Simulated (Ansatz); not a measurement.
**AlH₃ (built from SMILES [AlH3]): search for a transition state**

Wanted: the transition state of a 1,1-elimination (form H2–H3 and break Al1–H2, Al1–H3). The guess is relaxed with those distances held, a saddle search follows, and vibrations and two downhill relaxations check it.

Method: PBE0-D4, def2-SVP first, then def2-TZVP; program: Ansatz 0.2.0, Gaussian basis.

152 further runs of the same task are left out: 152 set aside as unsound or not needed.

**1. The system as given**

The guess: 4 atoms, charge 0, spin multiplicity 1.

Atoms are counted from 1 here; the program's logs count them from 0.

Bond lengths: Al1–H4 1.654 Å.

Geometry (Å):

```xyz
4
AlH3
Al   -1.1394    0.2481   -0.3739
H     0.7726   -0.1323   -0.8448
H     0.7607   -0.1581    0.1306
H    -0.3939    0.0424    1.0882
```

Distances that are to change: H2–H3 0.98 Å, Al1–H2 2.01 Å, Al1–H3 2.01 Å.

**2. Constrained relaxation of the guess**

File hold/in.yaml:

```yaml
crystal:
  periodic: [false, false, false]
  atoms:
    - {symbol: Al, position_ang: [-1.139400, 0.248100, -0.373900]}
    - {symbol: H, position_ang: [0.772600, -0.132300, -0.844800]}
    - {symbol: H, position_ang: [0.760700, -0.158100, 0.130600]}
    - {symbol: H, position_ang: [-0.393900, 0.042400, 1.088200]}
basis:
  gaussian: {orbitals: def2-SVP}
hamiltonian: {xc: pbe0, dispersion: d4}
relax: {f_tol: 0.08, max_steps: 120, escape_saddle: false, constraints: [{distance: [1, 2]}, {distance: [0, 1]}, {distance: [0, 2]}]}
```

Command:

```sh
> ansatz run in.yaml --threads 2 --pin off --events-out ev --progress --plain --max-ram 4352MiB
```

Log, shortened:

```text
Functional definition: PBE0
  name "PBE0"
  cite "Adamo & Barone, J. Chem. Phys. 110, 6158 (1999) doi:10.1063/1.478522"
  cite "Perdew, Burke & Ernzerhof, Phys. Rev. Lett. 77, 3865 (1996) doi:10.1103/PhysRevLett.77.3865"
  parent pbe
[...]
339 factors; integrals over basis functions are off by at most 3.5e-4 eV
[...]
mean field -6637.68685353 eV, -243.9304926816 hartree, gradient 8.7e-6 eV, S^2 0.000000; 0 other end points of the search recorded, 0 dependent functions left out
[...]
reference -6637.68687613 eV, -243.9304935122 hartree; 8, 8 occupied and 25, 25 virtual orbitals, 339 factors
relax step   1: F+E_penalty+E_count = -6637.73039544 eV  Δ(F+E_penalty+E_count) = +0.000e0 eV  max|allowed force component| = 4.532e-1 eV/Å  Δτ_max = 0.0000 Å  (20 SCF iters, accepted)
[...]
relax step   2: F+E_penalty+E_count = -6637.72544342 eV  Δ(F+E_penalty+E_count) = +4.952e-3 eV  max|allowed force component| = 2.633e-1 eV/Å  Δτ_max = 0.1452 Å  (19 SCF iters, rejected (line search))
[...]
relax step   3: F+E_penalty+E_count = -6637.74164623 eV  Δ(F+E_penalty+E_count) = -1.125e-2 eV  max|allowed force component| = 7.230e-2 eV/Å  Δτ_max = 0.0618 Å  (20 SCF iters, accepted)
  distance H 1 - H 2 held at 0.975814 Å   reaction = +1.9798e0 eV/Å
  distance Al 0 - H 1 held at 2.005541 Å   reaction = -1.8569e-2 eV/Å
  distance Al 0 - H 2 held at 2.007461 Å   reaction = +5.6974e-2 eV/Å
339 factors; integrals over basis functions are off by at most 2.8e-4 eV
[...]
mean field -6637.69785920 eV, -243.9308971325 hartree, gradient 1.3e-5 eV, S^2 0.000000; 1 other end points of the search recorded, 0 dependent functions left out
[...]
reference -6637.69788183 eV, -243.9308979640 hartree; 8, 8 occupied and 25, 25 virtual orbitals, 339 factors
Total energy: -6637.74166886 eV, -243.9325071076 hartree
Atom 0 at    -1.127507     0.244685    -0.377878 Å, force     0.018154    -0.001480    -0.053988 eV/Å
Atom 1 at     0.780772    -0.130794    -0.867448 Å, force     0.010409    -0.071650     1.980423 eV/Å
Atom 2 at     0.777007    -0.163776     0.107801 Å, force    -0.084268     0.087309    -1.985973 eV/Å
Atom 3 at    -0.430272     0.049986     1.137626 Å, force     0.055706    -0.014179     0.059538 eV/Å
Dipole moment:     0.094114    -0.019472     0.001199 e Å
```

Wall time 0.9 s (2 threads of Arm Neoverse V2, shared host).

Step by step: (the energy doesn't fall at every step)

```csv
step,energy from step 1 (eV),largest force component (eV/Å)
1,0.0000,0.4532
2,0.0050,0.2633
3,-0.0113,0.0723
```

The bond:

```csv
bond,before (Å),after (Å),change (Å)
Al1–H4,1.654,1.680,+0.025
```

**3. A starting Hessian**

File hessian/in.yaml:

```yaml
crystal:
  periodic: [false, false, false]
  atoms:
    - {symbol: Al, position_ang: [-1.127507, 0.244685, -0.377878]}
    - {symbol: H, position_ang: [0.780772, -0.130794, -0.867448]}
    - {symbol: H, position_ang: [0.777007, -0.163776, 0.107801]}
    - {symbol: H, position_ang: [-0.430272, 0.049986, 1.137626]}
basis:
  gaussian: {orbitals: def2-SVP}
hamiltonian: {xc: pbe0, dispersion: d4}
phonons: {}
scf: {lower_state_search: off}
```

Command:

```sh
> ansatz run in.yaml --threads 2 --pin off --events-out ev --progress --plain --max-ram 4352MiB
```

Log, shortened:

```text
[... 5 set-up lines as earlier in the session ...]
[...]
339 factors; integrals over basis functions are off by at most 2.7e-4 eV
[...]
mean field -6637.69785861 eV, -243.9308971109 hartree, gradient 8.3e-6 eV, S^2 0.000000; 0 other end points of the search recorded, 0 dependent functions left out
[...]
reference -6637.69788123 eV, -243.9308979418 hartree; 8, 8 occupied and 25, 25 virtual orbitals, 339 factors
[... from here to the last solve, the lines of the solves are left out (23 solves) ...]
339 factors; integrals over basis functions are off by at most 2.7e-4 eV
[...]
mean field -6637.69770933 eV, -243.9308916248 hartree, gradient 6.4e-7 eV, S^2 0.000000; 0 other end points of the search recorded, 0 dependent functions left out
[...]
reference -6637.69773194 eV, -243.9308924558 hartree; 8, 8 occupied and 25, 25 virtual orbitals, 339 factors
WARN: phonons: modes at or below zero, which the zero-point energy, F, S and C_V leave out: 1, the lowest at -588.68 cm⁻¹. A minimum has none, and a first-order saddle one
Total energy: -6637.74166820 eV, -243.9325070833 hartree
Atom 0 at    -1.127507     0.244685    -0.377878 Å, force     0.018153    -0.001480    -0.053990 eV/Å
Atom 1 at     0.780772    -0.130794    -0.867448 Å, force     0.010410    -0.071649     1.980422 eV/Å
Atom 2 at     0.777007    -0.163776     0.107801 Å, force    -0.084269     0.087308    -1.985973 eV/Å
Atom 3 at    -0.430272     0.049986     1.137626 Å, force     0.055706    -0.014179     0.059541 eV/Å
Dipole moment:     0.094114    -0.019472     0.001200 e Å
Vibrations: -588.68 737.45 1411.21 1533.74 1643.11 1884.63 cm⁻¹, zero-point energy 0.446972 eV
Checks for a lower state left out: stability, starts, cluster_reference, orbital_swaps, neighbouring_geometries, increment
```

It took 3.4 s on 2 threads of Arm Neoverse V2, shared host.

The structure is not stationary yet, so these wavenumbers are no spectrum; the search needs only the force constants.

**4. Saddle search in the small basis**

The search itself is an outer loop (partitioned rational-function steps, Bofill update of the Hessian). Each step is one single-point run with forces. It stops when the largest force is under 0.03 eV/Å and the followed curvature is negative. The first step's input:

File presaddle/in.yaml:

```yaml
crystal:
  periodic: [false, false, false]
  atoms:
    - {symbol: Al, position_ang: [-1.127507, 0.244685, -0.377878]}
    - {symbol: H, position_ang: [0.780772, -0.130794, -0.867448]}
    - {symbol: H, position_ang: [0.777007, -0.163776, 0.107801]}
    - {symbol: H, position_ang: [-0.430272, 0.049986, 1.137626]}
basis:
  gaussian: {orbitals: def2-SVP}
hamiltonian: {xc: pbe0, dispersion: d4}
output: {forces: true}
scf: {lower_state_search: off}
```

Command:

```sh
> ansatz run in.yaml --threads 2 --pin off --events-out ev --progress --plain --max-ram 4352MiB
```

Step by step:

| step | energy (eV) | largest force (eV/Å) | followed curvature (eV/Å²) |
| --- | --- | --- | --- |
| 1 | -6637.74168 | 1.9860 | -1.56 |
| 2 | -6637.69723 | 0.9942 | -2.41 |
| 3 | -6637.61335 | 0.9245 | -2.50 |
| 4 | -6637.69462 | 0.8490 | -5.70 |
| 5 | -6637.66768 | 0.3080 | -5.35 |
| 6 | -6637.67283 | 0.0840 | -3.40 |
| 7 | -6637.67305 | 0.0477 | -5.91 |
| 8 | -6637.67298 | 0.0044 | -5.70 |

The 8 steps took 1.6 s in all (2 threads of Arm Neoverse V2, shared host).

**5. Saddle search in triple zeta**

The search itself is an outer loop (partitioned rational-function steps, Bofill update of the Hessian). Each step is one single-point run with forces. It stops when the largest force is under 0.008 eV/Å and the followed curvature is negative. The first step's input:

File saddle/in.yaml:

```yaml
crystal:
  periodic: [false, false, false]
  atoms:
    - {symbol: Al, position_ang: [-1.057257, 0.234348, -0.496607]}
    - {symbol: H, position_ang: [0.681761, -0.112510, -0.812385]}
    - {symbol: H, position_ang: [0.546637, -0.121130, 0.256895]}
    - {symbol: H, position_ang: [-0.171142, -0.000609, 1.052197]}
basis:
  gaussian: {orbitals: def2-TZVP}
hamiltonian: {xc: pbe0, dispersion: d4}
output: {forces: true}
scf: {lower_state_search: off}
```

Command:

```sh
> ansatz run in.yaml --threads 2 --pin off --events-out ev --progress --plain --max-ram 4352MiB
```

The driver's record:

| step | energy (eV) | largest force (eV/Å) | followed curvature (eV/Å²) |
| --- | --- | --- | --- |
| 1 | -6640.05747 | 0.0732 | -5.70 |
| 2 | -6640.05822 | 0.0096 | -5.82 |
| 3 | -6640.05823 | 0.0008 | -6.21 |

The 3 steps took 0.8 s in all (2 threads of Arm Neoverse V2, shared host).

The point found:

```mol
AlH3
  3D, bonds by distance, orders not assigned

  4  3  0  0  0  0  0  0  0  0999 V2000
   -1.0537    0.2336   -0.4954 Al  0  0
    0.6802   -0.1124   -0.8072 H   0  0
    0.5413   -0.1200    0.2545 H   0  0
   -0.1678   -0.0012    1.0483 H   0  0
  1  2  8  0
  1  3  8  0
  1  4  8  0
M  END
```

Followed mode, largest move set to 1: H3 (0.37, -0.04, -0.93); H2 (0.33, -0.08, 0.44); H4 (-0.53, 0.11, 0.08); Al1 (-0.17, 0.02, 0.40).

**6. Checking the order of the point**

File vib/in.yaml:

```yaml
crystal:
  periodic: [false, false, false]
  atoms:
    - {symbol: Al, position_ang: [-1.053734, 0.233584, -0.495441]}
    - {symbol: H, position_ang: [0.680210, -0.112364, -0.807231]}
    - {symbol: H, position_ang: [0.541331, -0.119961, 0.254518]}
    - {symbol: H, position_ang: [-0.167807, -0.001158, 1.048254]}
basis:
  gaussian: {orbitals: def2-TZVP}
hamiltonian: {xc: pbe0, dispersion: d4}
phonons: {temperatures: {t_min: 298.15, t_max: 900, t_step: 200}}
```

Command:

```sh
> ansatz run in.yaml --threads 2 --pin off --events-out ev --progress --plain --max-ram 4352MiB
```

Log, shortened:

```text
[... 5 set-up lines as earlier in the session ...]
[...]
411 factors; their error is unknown
[...]
mean field -6640.02870551 eV, -244.0165541545 hartree, gradient 9.7e-6 eV, S^2 0.000000; 0 other end points of the search recorded, 0 dependent functions left out
[...]
reference -6640.02872779 eV, -244.0165549732 hartree; 8, 8 occupied and 47, 47 virtual orbitals, 411 factors
[... from here to the last solve, the lines of the solves are left out (15 solves) ...]
411 factors; their error is unknown
mean field -6640.02865089 eV, -244.0165521472 hartree, gradient 5.2e-7 eV, S^2 0.000000; 0 other end points of the search recorded, 0 dependent functions left out
[...]
reference -6640.02867317 eV, -244.0165529660 hartree; 8, 8 occupied and 47, 47 virtual orbitals, 411 factors
WARN: phonons: modes at or below zero, which the zero-point energy, F, S and C_V leave out: 1, the lowest at -1233.38 cm⁻¹. A minimum has none, and a first-order saddle one
Total energy: -6640.05823295 eV, -244.0176392676 hartree
Atom 0 at    -1.053734     0.233584    -0.495441 Å, force     0.000343    -0.000073     0.000075 eV/Å
Atom 1 at     0.680210    -0.112364    -0.807231 Å, force     0.000125    -0.000021    -0.000150 eV/Å
Atom 2 at     0.541331    -0.119961     0.254518 Å, force    -0.000076     0.000040    -0.000717 eV/Å
Atom 3 at    -0.167807    -0.001158     1.048254 Å, force    -0.000392     0.000054     0.000792 eV/Å
Dipole moment:     0.024397    -0.005408     0.011471 e Å
Vibrations: -1233.38 989.34 1411.51 1464.01 1730.80 1854.44 cm⁻¹, zero-point energy 0.461848 eV
```

Wall time 3.5 s (2 threads of Arm Neoverse V2, shared host).

Wavenumbers and character of the modes:

```csv
mode,wavenumber (cm⁻¹),character
1,1233i,changes H2–H3
2,989,Al–H stretch with bend
3,1412,out-of-plane bend
4,1464,Al–H stretch
5,1731,Al–H stretch
6,1854,bend with Al–H stretch
```

Vibrational sums (real modes only):

| T (K) | entropy (J/mol/K) | heat capacity (J/mol/K) |
| --- | --- | --- |
| 298 | 0.6 | 2.6 |
| 498 | 3.9 | 11.6 |
| 698 | 9.3 | 20.3 |
| 898 | 15.2 | 26.4 |

**7. Relaxing after a step of 0.30 Å one way along the mode**

File downa/in.yaml:

```yaml
crystal:
  periodic: [false, false, false]
  atoms:
    - {symbol: Al, position_ang: [-1.104983, 0.240011, -0.374397]}
    - {symbol: H, position_ang: [0.779608, -0.137338, -0.674963]}
    - {symbol: H, position_ang: [0.651467, -0.133070, -0.024226]}
    - {symbol: H, position_ang: [-0.326093, 0.030496, 1.073686]}
basis:
  gaussian: {orbitals: def2-TZVP}
hamiltonian: {xc: pbe0, dispersion: d4}
relax: {f_tol: 0.005, max_steps: 200}
```

Command:

```sh
> ansatz run in.yaml --threads 2 --pin off --events-out ev --progress --plain --max-ram 4352MiB
```

Log, shortened:

```text
[... 5 set-up lines as earlier in the session ...]
[...]
411 factors; their error is unknown
[...]
mean field -6639.84306502 eV, -244.0097319923 hartree, gradient 7.2e-5 eV, S^2 0.000000; 0 other end points of the search recorded, 0 dependent functions left out
[...]
reference -6639.84308863 eV, -244.0097328599 hartree; 8, 8 occupied and 47, 47 virtual orbitals, 411 factors
relax step   1: F+E_penalty+E_count = -6639.87192808 eV  Δ(F+E_penalty+E_count) = +0.000e0 eV  max|allowed force component| = 5.727e0 eV/Å  Δτ_max = 0.0000 Å  (21 SCF iters, accepted)
[...]
relax step  10: F+E_penalty+E_count = -6640.45190589 eV  Δ(F+E_penalty+E_count) = -5.434e-5 eV  max|allowed force component| = 7.747e-4 eV/Å  Δτ_max = 0.0064 Å  (19 SCF iters, accepted)
411 factors; their error is unknown
mean field -6640.41623261 eV, -244.0307955127 hartree, gradient 1.1e-5 eV, S^2 0.000000; 1 other end points of the search recorded, 0 dependent functions left out
[...]
reference -6640.41625768 eV, -244.0307964340 hartree; 8, 8 occupied and 47, 47 virtual orbitals, 411 factors
Total energy: -6640.45193097 eV, -244.0321074030 hartree
Atom 0 at    -1.340815     0.284362    -0.252947 Å, force    -0.000161     0.000044    -0.000358 eV/Å
Atom 1 at     0.969508    -0.169386    -0.879557 Å, force    -0.000384     0.000058     0.000709 eV/Å
Atom 2 at     1.032314    -0.208086    -0.122330 Å, force     0.000706    -0.000122    -0.000775 eV/Å
Atom 3 at    -0.661007     0.093209     1.254934 Å, force    -0.000161     0.000020     0.000423 eV/Å
Dipole moment:     0.090306    -0.017397    -0.034438 e Å
```

It took 3.4 s on 2 threads of Arm Neoverse V2, shared host.

Step by step:

| step | energy from step 1 (eV) | largest force component (eV/Å) |
| --- | --- | --- |
| 1 | 0.0000 | 5.7272 |
| 2 | -0.4724 | 0.8423 |
| 3 | -0.5238 | 0.6874 |
| 4 | -0.5645 | 0.2354 |
| 5 | -0.5763 | 0.1643 |
| 6 | -0.5788 | 0.0958 |
| 7 | -0.5796 | 0.0161 |
| 8 | -0.5798 | 0.0131 |
| 9 | -0.5799 | 0.0184 |
| 10 | -0.5800 | 0.0008 |

Close pairs (by a distance rule), those that changed most:

| bond | before (Å) | after (Å) | change (Å) |
| --- | --- | --- | --- |
| Al1–H3 | 1.829 | 2.427 | +0.598 |
| Al1–H2 | 1.945 | 2.436 | +0.491 |
| H2–H3 | 0.663 | 0.761 | +0.098 |
| Al1–H4 | 1.658 | 1.665 | +0.007 |

**8. Relaxing after a step of 0.30 Å the other way along the mode**

File downb/in.yaml:

```yaml
crystal:
  periodic: [false, false, false]
  atoms:
    - {symbol: Al, position_ang: [-1.002484, 0.227156, -0.616485]}
    - {symbol: H, position_ang: [0.580811, -0.087390, -0.939499]}
    - {symbol: H, position_ang: [0.431194, -0.106853, 0.533262]}
    - {symbol: H, position_ang: [-0.009521, -0.032813, 1.022822]}
basis:
  gaussian: {orbitals: def2-TZVP}
hamiltonian: {xc: pbe0, dispersion: d4}
relax: {f_tol: 0.005, max_steps: 200}
```

Command:

```sh
> ansatz run in.yaml --threads 2 --pin off --events-out ev --progress --plain --max-ram 4352MiB
```

Log, shortened:

```text
[... 5 set-up lines as earlier in the session ...]
[...]
411 factors; their error is unknown
[...]
mean field -6639.84886543 eV, -244.0099451532 hartree, gradient 6.0e-6 eV, S^2 0.000000; 0 other end points of the search recorded, 0 dependent functions left out
[...]
reference -6639.84888907 eV, -244.0099460220 hartree; 8, 8 occupied and 47, 47 virtual orbitals, 411 factors
relax step   1: F+E_penalty+E_count = -6639.87783039 eV  Δ(F+E_penalty+E_count) = +0.000e0 eV  max|allowed force component| = 4.693e0 eV/Å  Δτ_max = 0.0000 Å  (21 SCF iters, accepted)
[...]
relax step   7: F+E_penalty+E_count = -6640.45177630 eV  Δ(F+E_penalty+E_count) = -1.261e-4 eV  max|allowed force component| = 2.862e-2 eV/Å  Δτ_max = 0.0074 Å  (19 SCF iters, accepted)
[...]
relax step   8: F+E_penalty+E_count = -6640.45190298 eV  Δ(F+E_penalty+E_count) = -1.267e-4 eV  max|allowed force component| = 2.198e-3 eV/Å  Δτ_max = 0.0070 Å  (19 SCF iters, accepted)
411 factors; their error is unknown
[...]
mean field -6640.41623301 eV, -244.0307955273 hartree, gradient 1.0e-5 eV, S^2 0.000000; 1 other end points of the search recorded, 0 dependent functions left out
[...]
reference -6640.41625807 eV, -244.0307964484 hartree; 8, 8 occupied and 47, 47 virtual orbitals, 411 factors
Total energy: -6640.45192805 eV, -244.0321072959 hartree
Atom 0 at    -1.060078     0.247696    -0.871498 Å, force    -0.001895     0.000351     0.001152 eV/Å
Atom 1 at     0.512283    -0.060226    -1.323942 Å, force     0.001850    -0.000335    -0.001363 eV/Å
Atom 2 at     0.577644    -0.148578     0.875521 Å, force     0.002198    -0.000462     0.000351 eV/Å
Atom 3 at    -0.029849    -0.038792     1.320019 Å, force    -0.002153     0.000446    -0.000140 eV/Å
Dipole moment:     0.032701    -0.009849     0.091735 e Å
```

It took 2.8 s on 2 threads of Arm Neoverse V2, shared host.

Along the way:

```csv
step,energy from step 1 (eV),largest force component (eV/Å)
1,0.0000,4.6932
2,-0.4740,0.9347
3,-0.5341,0.3461
4,-0.5615,0.1647
5,-0.5723,0.1118
6,-0.5738,0.0365
7,-0.5739,0.0286
8,-0.5741,0.0022
```

Distances of close pairs at the start and the end, largest changes first:

| bond | before (Å) | after (Å) | change (Å) |
| --- | --- | --- | --- |
| Al1–H3 | 1.868 | 2.427 | +0.559 |
| Al1–H4 | 1.934 | 2.438 | +0.504 |
| H3–H4 | 0.663 | 0.761 | +0.098 |
| Al1–H2 | 1.646 | 1.665 | +0.019 |

**9. The three structures**

```csv
pair,start side (Å),saddle (Å),end side (Å)
Al1–H4,2.438,1.795,1.665
H2–H3,2.202,1.071,0.761
Al1–H2,1.665,1.795,2.436
H3–H4,0.761,1.071,2.203
```

**10. Summary of results**

| quantity | value |
| --- | --- |
| imaginary mode | 1233i cm⁻¹ |
| barrier from the start side | 38.0 kJ/mol |
| barrier from the end side | 38.0 kJ/mol |
| energy of the step | 0.0 kJ/mol |
| pairs that change | Al1–H4 formed, H2–H3 formed, Al1–H2 broken, H3–H4 broken |
| zero-point energy at the saddle | 0.462 eV |

In words: One imaginary mode, 1233i cm⁻¹, makes this a first-order saddle. The two relaxations don't end on the planned structures: the search found another step. At PBE0-D4/def2-TZVP the electronic barrier is 38.0 kJ/mol, about 15 kT at 298 K, and the step runs 0.0 kJ/mol downhill. The barrier is thin enough for tunnelling; the leading (Wigner) term alone is a factor of 2.5 at 298 K. A step off the saddle overshot and began above it in energy, so the link to its end is likely but not proven. Lower complexes than these ends may exist.
